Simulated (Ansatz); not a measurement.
# Ta: the cost of one run

Computed with Ansatz 0.2.0 (DFT PBEsol, scalar-relativistic, plane waves, PAW, unless a step's input says otherwise).

1 further run of the same task is left out (set aside as unsound or not needed). Runs told in other sessions of the task aren't counted.

## (1) Starting point

It takes space group P6_322 (No. 182, hexagonal). The conventional cell has a = 4.970 Å, b = 4.970 Å, c = 8.368 Å, α = 90.00°, β = 90.00°, γ = 120.00°. Ta (site symmetry 2) is surrounded by 8 Ta at 2.68 to 2.91 Å. Ta (site symmetry 32) has 6 Ta at 2.68 Å in its first shell of neighbours.

Structure file:

```
Ta
1.0
     4.97045    0.00000    0.00000
    -2.48523    4.30454    0.00000
     0.00000    0.00000    8.36837
Ta
8
Cartesian
  -0.8032 1.3911 0.0000
  1.6063 0.0000 0.0000
  1.6821 2.9134 0.0000
  -1.6821 2.9134 4.1842
  3.3641 0.0000 4.1842
  0.8032 1.3911 4.1842
  2.4852 1.4348 6.2763
  0.0000 2.8697 2.0921
```

It goes back to an entry of the Materials Project, which need not be the stable form.

It is the result of an earlier relaxation at this level (volume 22.38 Å³/atom; gap on the mesh: none (metal)).

## (2) The reference cell

Reference values: F = -78440.8074 eV; pressure 0.04 GPa; largest force 0.004 eV/Å; gap on the mesh none (metal). It was computed beforehand with the settings of the runs below.

## (3) The scan: a strain scan

The cell is strained by ε times the Voigt pattern (1, -1, 0, 0, 0, 0) (xx, yy, zz, yz, xz, xy; engineering shear), with fractional coordinates fixed (clamped ions). The stress on the pattern is the sum of the stress components weighted by it, tension positive.

## (4) Point ε = -0.0200

input.yaml

```yaml
crystal:
  lattice:
    - [4.8710449803, 0.0, 0.0]
    - [-2.4355224902, 4.3906302753, 0.0]
    - [0.0, 0.0, 8.3683696052]
  atoms:
    - { symbol: Ta, position: [0.0, 0.3231711699, 0.0] }
    - { symbol: Ta, position: [0.3231711699, 0.0, 0.0] }
    - { symbol: Ta, position: [0.6768288301, 0.6768288301, 0.0] }
    - { symbol: Ta, position: [0.0, 0.6768288301, 0.5] }
    - { symbol: Ta, position: [0.6768288301, 0.0, 0.5] }
    - { symbol: Ta, position: [0.3231711699, 0.3231711699, 0.5] }
    - { symbol: Ta, position: [0.6666666667, 0.3333333333, 0.75] }
    - { symbol: Ta, position: [0.3333333333, 0.6666666667, 0.25] }
basis:
  ecutwfc: 420
kpoints:
  mp_grid: { grid: [12, 12, 6] }
hamiltonian:
  xc: pbesol
scf:
  occupations: { method: gaussian, width: 0.15 }
output:
  forces: true
  stress: true
  eigenvalues: true
```

Launch:

```bash
ansatz run input.yaml --threads 2 --pin off --max-ram 5120MiB --backend cpu --events-out ev --progress --plain --runs-dir out
```

Q: Estimate wall time and peak memory on 2 threads of AMD EPYC 9R45 (Zen 5), shared host.

About 23 s, with a peak of 1.4 GiB.
